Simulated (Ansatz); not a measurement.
**GeH₃ (doublet): from Hartree-Fock to the top rungs, 6-31G**

How much of the correlation energy of GeH₃ (doublet) does each wave-function method recover here?

Program: Ansatz 0.2.0, Gaussian basis. Level of theory: 6-31G, core rule «outside noble gas», up to 14 orbitals frozen. These are calculated values, not measurements.

To be run: UHF; CCSD(T) on ROHF; CCSD(T) on UHF; BCCD(T) on ROHF; CISD; CCSDT(Q) on ROHF; CCSDT(Q) on UHF; CISDTQ; CCSDTQ on ROHF; CASSCF and MRCISD+Q, 7 electrons in 7 orbitals; CASSCF and NEVPT2, 7 electrons in 7 orbitals; Full CI.

19 further runs of the same task are left out: 11 that didn't finish, 8 set aside as unsound or not needed.

**1. The system**

The geometry is a PBE0/def2-TZVP stationary point (not a proven minimum). No spin-orbit coupling is included. The filled d shell of Ge may be among the frozen orbitals whatever the setting's name suggests; the logs give the count.

4 atoms, charge 0, spin multiplicity 2.

Atoms are counted from 1 here; the program's logs count them from 0.

Bond lengths: Ge1–H2 1.539 Å, Ge1–H3 1.539 Å, Ge1–H4 1.539 Å. Angles: H2–Ge1–H3 111.2°, H2–Ge1–H4 111.2°, H3–Ge1–H4 111.2°.

**2. UHF**

Contents of in.yaml:

```yaml
crystal:
  periodic: [false, false, false]
  atoms:
    - {symbol: Ge, position_ang: [0.000034, -0.000003, -0.018730]}
    - {symbol: H, position_ang: [1.465006, 0.016889, 0.452573]}
    - {symbol: H, position_ang: [-0.748285, 1.261093, 0.448403]}
    - {symbol: H, position_ang: [-0.719150, -1.277779, 0.448837]}
basis:
  gaussian: {orbitals: 6-31G}
magnetization: {spin_polarized: true, initial_magnetization: 1}
hamiltonian: {xc: hf}
output: {orbitals: {seedname: orbitals}}
```

Launch:

```bash
$ ansatz run in.yaml --threads 1 --pin off --events-out ev --progress --plain --max-ram 2393MiB
```

The runs that follow: CCSD(T) on ROHF; CCSD(T) on UHF; BCCD(T) on ROHF; CISD; CCSDT(Q) on ROHF; CCSDT(Q) on UHF; CISDTQ; CCSDTQ on ROHF; CASSCF and MRCISD+Q, 7 electrons in 7 orbitals; CASSCF and NEVPT2, 7 electrons in 7 orbitals; Full CI.

**Question.** What will the summary of the whole plan be? Wanted: FCI below the RHF energy; RMP2 from FCI; UMP2 from FCI; RCCSD from FCI; RCCSD(T) from FCI; UCCSD(T) from FCI; RCCSDT(Q) from FCI; UCCSDT(Q) from FCI; NEVPT2 valence from FCI.

**Answer**, as computed:

| quantity | value |
| --- | --- |
| FCI below the RHF energy | -1.9291 eV |
| RMP2 from FCI | +13.22 kcal/mol |
| UMP2 from FCI | +13.06 kcal/mol |
| RCCSD from FCI | +0.77 kcal/mol |
| RCCSD(T) from FCI | +0.23 kcal/mol |
| UCCSD(T) from FCI | +0.19 kcal/mol |
| RCCSDT(Q) from FCI | 0.00 kcal/mol |
| UCCSDT(Q) from FCI | -0.03 kcal/mol |
| NEVPT2 valence from FCI | +3.64 kcal/mol |
| MRCISD+Q valence from FCI | +0.17 kcal/mol |
| levels within 1 kcal/mol (43 meV) | RCCSD, UCCSD, RCCSD(T), UCCSD(T), BCCD(T), RCCSDT, UCCSDT, CISDTQ, RCCSDT(Q), UCCSDT(Q), RCCSDTQ, MRCISD valence, MRCISD+Q valence |
| T1 diagnostic | 0.013 |
| effectively unpaired electrons | 1.02 |

What this shows: RCCSD(T) misses by +0.23 kcal/mol, 0.5 % of the correlation energy. One determinant dominates. Of the multireference levels listed MRCISD+Q valence comes nearest in total energy (+0.17 kcal/mol), which doesn't show that its space is the better one. These misses are within one basis, not against nature; the frozen cores of restricted and unrestricted runs differ, which can shift their rows.
